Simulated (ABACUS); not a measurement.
Runs of ABACUS 3.10.1 on Ti. The cell holds a slab with vacuum, 5 atoms: a = 2.950 Å, b = 2.950 Å, c = 24.372 Å, α = 90.00°, β = 90.00°, γ = 120.00°. The slab is cut from a database's or a generator's crystal, which needn't be the stable form of the element.

| level | gap on the mesh (eV) | largest force (eV/Å) |
| --- | --- | --- |
| PW91 | none | (a) |
| AM05 | none | 0.79 |
| LDA | none | 1.01 |
| PBEsol | none | 0.81 |

Alike in all rows: task single point; potentials or basis SG15 ONCV 1.2 PBE, DZP LCAO (the cutoffs set its grid); no spin polarisation; cell as given; k mesh 10 × 10 × 1; cutoff (eV) 1361; smearing fermi-dirac 0.05 eV.

**Question.** Fill in the values left out.

**Answer.** (a) 0.65.

Caveats: the atomic orbitals were generated for these runs and aren't a published set; the potentials were made for another functional, which shifts forces and pressure; the basis of atomic orbitals isn't converged, which shifts pressures, moduli and gaps; confined orbitals describe the vacuum poorly, which shifts work functions (some runs).

A gap of «none» marks a metal or a gap under the smearing width.

Runs at the PBE level aren't shown here.
